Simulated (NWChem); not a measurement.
# SiHICl2 (SMILES Cl[SiH](Cl)I): levels of theory compared

We compute a comparison of 4 runs (HF/def2-SVP, B2PLYP/def2-SVP, PBE0/def2-SVP, CCSD/STO-3G) of SiHICl2. 

Program for the calculation: NWChem 7.3.0.

### Step 1. The system as given

The species is SiHICl2 (5 atoms), meant as a singlet with charge 0. SMILES: `Cl[SiH](Cl)I`. The coordinates come from a PBE0-D4/def2-TZVP relaxation.

Bond lengths: Cl1–Si2 2.034 Å, Si2–Cl3 2.034 Å, Si2–I4 2.417 Å, Si2–H5 1.472 Å. Angles: Cl1–Si2–Cl3 109.2°, Cl1–Si2–I4 110.1°, Cl3–Si2–I4 110.1°, Cl1–Si2–H5 108.9°, Cl3–Si2–H5 108.9°, I4–Si2–H5 109.6°.

### Step 2. Energy and gradient at HF/def2-SVP (core potential) (run 1)

Input file calc.xyz:

```xyz
5
Cl2HISi
Cl     0.706000     0.318200     1.867300
Si     0.094200    -0.134000    -0.019200
Cl     1.181500     0.950100    -1.353700
I     -2.259100     0.358000    -0.270100
H      0.327300    -1.566000    -0.265800
```

Input file run.py:

```python
from ase.io import read
from ase.calculators.nwchem import NWChem

molecule = read('calc.xyz')

calc = NWChem(
    label='calc',
    theory='scf',
    memory='2200 mb',
    basis='def2-SVP',
    basispar='spherical bse',
    scf={'nopen': '0', 'rhf': None, 'thresh': '1e-08', 'maxiter': '80'},
    **{'ecp bse': {'I library': 'def2-SVP'}},
)
molecule.calc = calc

forces = molecule.get_forces()
e = molecule.get_potential_energy()
print(f"E = {e:.6f} eV")
print("forces (eV/A):")
for s, f in zip(molecule.symbols, forces):
    print(f"{s:2s} {f[0]:10.5f} {f[1]:10.5f} {f[2]:10.5f}")
print("dipole (e A):", molecule.get_dipole_moment().round(4))
```

On the command line:

```bash
export ASE_NWCHEM_COMMAND="nwchem PREFIX.nwi > PREFIX.nwo"
python run.py
```

Log:

```text
E = -40951.075213 eV
forces (eV/A):
Cl    0.10973    0.08742    0.34885
Si    0.07600   -0.55346   -0.10053
Cl    0.19571    0.20235   -0.24395
I    -0.31187    0.04911   -0.03641
H    -0.06957    0.21458    0.03198
dipole (e A): [-0.0162 -0.2009 -0.0416]
```

The calculator wrote calc.nwi:

```
title "calc"

permanent_dir calc

scratch_dir calc

start calc

geometry units angstrom nocenter noautosym noautoz
  Cl 7.0599999999999996e-01 3.1819999999999998e-01 1.8673000000000000e+00
  Si 9.4200000000000006e-02 -1.3400000000000001e-01 -1.9199999999999998e-02
  Cl 1.1815000000000000e+00 9.5009999999999994e-01 -1.3536999999999999e+00
  I  -2.2591000000000001e+00 3.5799999999999998e-01 -2.7010000000000001e-01
  H  3.2729999999999998e-01 -1.5660000000000001e+00 -2.6579999999999998e-01
end

memory 2200 mb

basis spherical bse noprint
   * library def2-SVP
end

scf
  nopen 0
  rhf
  thresh 1e-08
  maxiter 80
end
ecp bse
  I library def2-SVP
end

task scf gradient
```

calc.nwo:

```text
Northwest Computational Chemistry Package (NWChem) 7.3.0
             --------------------------------------------------------

           Job information
           ---------------

    nwchem branch   = 7.3.0
    use scalapack   = T
    input           = calc.nwi
    prefix          = calc.
    data base       = calc/calc.db
    status          = startup
    nproc           =        1

           Memory information
           ------------------

[... 5 lines left out ...]
    hardfail = no
[... 132 lines left out ...]
         Quadratically convergent ROHF
[... 14 lines left out ...]
       Final RHF  results
[... 4 lines left out ...]
      Two-electron energy =   1066.837870578580
[... 56 lines left out ...]
                       ROHF Final Molecular Orbital Analysis
[... 247 lines left out ...]
                 ----------------------------------------
                 |  Time  |  1-e(secs)   |  2-e(secs)   |
                 ----------------------------------------
                 |  CPU   |       0.02   |       2.43   |
                 ----------------------------------------
                 |  WALL  |       0.02   |       2.43   |
                 ----------------------------------------

 Task  times  cpu:        9.5s     wall:        9.5s
 Total times  cpu:        9.5s     wall:        9.5s
```

Run time: 11 s. Hardware: 1 thread of AMD EPYC 9R45 (Zen 5), shared host; peak memory 0.1 GiB.

### Step 3. The energy at B2PLYP/def2-SVP (core potential) (run 2)

Input file work.nw:

```
START work
memory total 2200 mb

GEOMETRY noautosym nocenter noautoz
  Cl    0.706000    0.318200    1.867300
  Si    0.094200   -0.134000   -0.019200
  Cl    1.181500    0.950100   -1.353700
  I    -2.259100    0.358000   -0.270100
  H     0.327300   -1.566000   -0.265800
END

BASIS spherical bse
  * library def2-SVP
END

ECP bse
  I library def2-SVP
END

DFT
  xc hfexch 0.53 becke88 0.47 lyp 0.73 mp2 0.27
  dftmp2 semidirect
  grid xfine
  convergence energy 1e-08
  maxiter 100
  mulliken
  noprint "final vectors analysis"
END

MP2
  freeze core 19
END

TASK dft energy
```

On the command line:

```bash
nwchem work.nw > work.out
```

Log:

```text
[...]
          Wavefunction type:  closed shell.
          No. of atoms     :     5
          No. of electrons :    74
[...]
          Charge           :     0
          Spin multiplicity:     1
[...]
          AO basis - number of functions:    85
[...]
              XC Information
              --------------
                     Hartree-Fock (Exact) Exchange  0.530
                    Becke 1988 Exchange Functional  0.470
              Lee-Yang-Parr Correlation Functional  0.730
[...]
 d= 0,ls=0.0,diis     1  -1507.0202536096 -1.89D+03  1.28D-02  4.10D-01     1.4
[...]
 d= 0,ls=0.0,diis     8  -1507.0848588374 -4.56D-09  1.32D-06  8.86D-09     8.8
         Total DFT energy =    -1507.084858837403
      One electron energy =    -2957.542842805398
           Coulomb energy =     1164.738550758411
    Exchange-Corr. energy =      -99.292525019677
 Nuclear repulsion energy =      385.011958229261
[...]
      Total Density - Mulliken Population Analysis
     ---------------------------------------------
    Atom       Charge   Shell Charges
 -----------   ------   -------------------------------------------------------
    1 Cl  17    17.24   2.00  1.99  1.25  0.71  5.94  2.15  3.19  0.02
    2 Si  14    13.29   2.00  1.99  1.07 -0.03  5.93  1.18  0.78  0.37
    3 Cl  17    17.24   2.00  1.99  1.25  0.71  5.94  2.15  3.19  0.02
    4 I   25    25.18   0.22  1.83  1.29  0.62  3.12  2.93  2.65  2.48  9.81  0.23
    5 H    1     1.06   0.74  0.31  0.01
[...]
  Basis functions       =     85
[...]
```

Run time: 11 s. Hardware: 1 thread of AMD EPYC 9R45 (Zen 5), shared host; peak memory 0.23 GiB.

Run 3 isn't shown in full; the table further down has it.

### Step 4. The energy at CCSD/STO-3G (run 4)

Input file work.nw:

```
start work
title "Cl2HISi ccsd"
memory total 2200 mb

geometry noautosym nocenter noautoz
   Cl       0.706000       0.318200       1.867300
   Si       0.094200      -0.134000      -0.019200
   Cl       1.181500       0.950100      -1.353700
   I       -2.259100       0.358000      -0.270100
   H        0.327300      -1.566000      -0.265800
end

basis spherical bse
   * library STO-3G
end

scf
   thresh 1e-08
   maxiter 80
   print medium
end

ccsd
   freeze core 33
   maxiter 60
end

task ccsd energy
```

On the command line:

```bash
nwchem work.nw > work.out
```

Log:

```text
[...]
  functions       =    55
[...]
  wavefunction    = RHF
[...]
         Total SCF energy =  -8046.185683801973
      One-electron energy = -12321.415784379236
      Two-electron energy =   3661.989838029688
 Nuclear repulsion energy =    613.240262547576
        Time for solution =      3.1s
[...]
 Total MP2 energy:          -8046.233653416831658
[...]
             energy      energy      error      ampl     ampl      Block
                                                time     time      time
[...]
 Total CCSD energy:          -8046.248235200957424
[...]
```

It took 13 s on 1 thread of AMD EPYC 9R45 (Zen 5), shared host; peak memory 0.14 GiB.

### Step 5. Overview of the runs

| run | level | task | iteration cap | energy (Eh) | dipole moment (D) | HOMO energy (eV) | LUMO energy (eV) | wall time |
| --- | --- | --- | --- | --- | --- | --- | --- | --- |
| 1 | HF/def2-SVP (core potential) | gradient | 80 | -1504.924269 | 0.99 | -10.67 | 2.69 | 11 s |
| 2 | B2PLYP/def2-SVP (core potential) | energy | 100 | -1507.241879 | 0.86 | – | – | 11 s |
| 3 | PBE0/def2-SVP (core potential) | gradient | 100 | -1507.539248 | 0.81 | -8.08 | -0.94 | 13 s |
| 4 | CCSD/STO-3G | energy | 80 | -8046.248235 | – | -8.60 | 5.70 | 13 s |

### Step 6. Results

```
                                           quantity           value
                                run 4: total energy  -8046.24824 Eh
         run 4: HOMO energy (Hartree–Fock orbitals)        -8.60 eV
         run 4: LUMO energy (Hartree–Fock orbitals)         5.70 eV
       run 4: HOMO–LUMO gap (Hartree–Fock orbitals)        14.30 eV
run 4: correlation energy (33 core orbitals frozen)       -62.6 mEh
```

**Reading.** Over runs 1, 2, 3 the dipole moment (its size) runs from 0.81 D (PBE0/def2-SVP) to 0.99 D (HF/def2-SVP). Totals of different functionals can't be ranked against each other. Some runs of one species differ in core potentials or relativity; totals across that change don't compare. In run 4 the basis is minimal, so the values are rough. In run 4 relativity is left out where basis or elements ask for it. All runs together took 47 s, the longest 13 s.
